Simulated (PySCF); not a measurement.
# C3H9Al: the cost of one run

Computed with PySCF 2.14.0, with density-fitted response routines of our own, on a single molecule in the gas phase. Atoms are numbered from 0 throughout.

### 1 Starting geometry

13 atoms, charge 0, multiplicity 1; geometry from: PBE0-D3(BJ)/def2-SVP.

Bonds of the start (Å): C0–C1 1.52, C1–C2 1.53, C2–Al3 1.97, C0–H4 1.11, C0–H5 1.10, C0–H6 1.10, C1–H7 1.10, C1–H8 1.10, C2–H9 1.11, C2–H10 1.11, Al3–H11 1.59, Al3–H12 1.60.

### 2 Shielding tensors: HF/pcSseg-2

The job: settings as JSON, then the geometry in Å.

```
{"job": {"kind": "nmr", "xc": "HF", "basis": "pcSseg-2", "pop": false}, "charge": 0, "multiplicity": 1}
C     -1.339062     0.248346    -1.039115
C     -0.854264    -0.355940     0.270272
C      0.618037    -0.769685     0.221038
Al     1.902831     0.690512    -0.072400
H     -0.767395     1.159110    -1.295738
H     -2.400098     0.538331    -0.994528
H     -1.221847    -0.460682    -1.874947
H     -1.007823     0.376988     1.081868
H     -1.490661    -1.221974     0.525339
H      0.775285    -1.554208    -0.542825
H      0.911826    -1.251037     1.175864
H      3.327129     0.411276    -0.733010
H      1.552190     2.172523     0.406560
```

Method: GIAO HF/pcSseg-2 NMR shielding, non-relativistic, gas phase.

Command:

```sh
OMP_NUM_THREADS=1 python probes_run.py task.json out
```

One launch serves the whole session: the jobs run in the order shown.

**Question.** How long does this first job take on 1 thread of Arm Neoverse N1, shared host, and how much memory does it need?

About 32 s, with a peak of 0.95 GiB.
